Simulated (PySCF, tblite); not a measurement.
**C5H12S2Si: geometry, infrared bands and NMR shifts**

Wanted: the infrared bands and NMR shifts of C5H12S2Si (`C[C@@H]1[SiH2]SCC[C@@H]1S`), by calculation.

Computed with tblite 0.8.0 and PySCF 2.14.0, with density-fitted response routines of our own, on a single molecule in the gas phase. Atoms are numbered from 0 throughout.

### Step 1. The starting structure

20 atoms, charge 0, multiplicity 1; geometry from: force field or distance geometry start.

Bonds of the start (Å): C0–C1 1.53, C1–Si2 1.93, Si2–S3 2.15, S3–C4 1.82, C4–C5 1.53, C5–C6 1.55, C6–S7 1.84, C6–C1 1.55, C0–H8 1.10, C0–H9 1.10, C0–H10 1.09, C1–H11 1.10, Si2–H12 1.49, Si2–H13 1.48, C4–H14 1.09, C4–H15 1.09, C5–H16 1.10, C5–H17 1.09, C6–H18 1.11, S7–H19 1.34.

### Step 2. Geometry optimisation with GFN2-xTB

The job: settings as JSON, then the geometry in Å.

```
{"job": {"kind": "relax", "xc": "GFN2-xTB", "basis": "xTB"}, "charge": 0, "multiplicity": 1}
C      1.213400     0.998900    -1.249700
C      1.066500     0.381000     0.143200
Si     1.457500    -1.509100     0.130900
S     -0.340200    -2.326800    -0.725600
C     -1.629200    -1.463100     0.226900
C     -1.537800     0.067200     0.150600
C     -0.287600     0.648800     0.855900
S     -0.537800     2.449700     1.138700
H      0.448300     0.628700    -1.941900
H      1.125200     2.091300    -1.210100
H      2.179900     0.768700    -1.689700
H      1.866500     0.802400     0.775000
H      1.592400    -2.003100     1.525900
H      2.631900    -1.817600    -0.718300
H     -1.608200    -1.790600     1.263800
H     -2.596000    -1.773100    -0.181000
H     -2.434900     0.454800     0.651200
H     -1.594400     0.400400    -0.888500
H     -0.246800     0.224300     1.877500
H     -0.774000     2.778100    -0.137800
```

The run is started by

```console
OMP_NUM_THREADS=1 python probes_run.py task.json out
```

This one command runs all jobs of the session in turn.

**Question.** This job is followed by: GFN2-xTB harmonic vibrations, gas phase; GIAO PBE0/pcSseg-1 NMR shielding, non-relativistic, gas phase. What will the session give for the following? strongest single infrared mode (GFN2-xTB); zero-point energy (GFN2-xTB); 13C shifts against TMS (PBE0/pcSseg-1); 1H shifts against TMS (PBE0/pcSseg-1, means over atoms taken as alike); 29Si shifts against TMS (PBE0/pcSseg-1); 33S shifts against CS2 (PBE0/pcSseg-1).

As calculated:

| quantity | value |
| --- | --- |
| strongest single infrared mode (GFN2-xTB) | 732 cm⁻¹, 286 km/mol |
| zero-point energy (GFN2-xTB) | 97.8 kcal/mol |
| 13C shifts against TMS (PBE0/pcSseg-1) | 49.9, 38.5, 34.1, 26.2, 9.5 ppm |
| 1H shifts against TMS (PBE0/pcSseg-1, means over atoms taken as alike) | 4.98, 4.54, 2.75, 2.69, 2.55, 2.20, 2.20, 1.73, 1.30, 1.22 ppm |
| 29Si shifts against TMS (PBE0/pcSseg-1) | -23.6 ppm |
| 33S shifts against CS2 (PBE0/pcSseg-1) | 2, -187 ppm |

What this shows: Relaxing lowered the energy by 0.122 eV in 52 steps; the close pair that moved most is Si2–H13, from 1.482 to 1.451 Å. No mode is imaginary among the 54: a minimum at this level. The strongest single mode, at 732 cm⁻¹, is carried by Si2, C1, H12, H13. Unscaled tight-binding wavenumbers are off by several per cent, some by more. Its intensities can rank the bands wrongly. At PBE0/pcSseg-1: Shielding is most anisotropic at S7 (span 504 ppm, paramagnetic term -554 ppm).
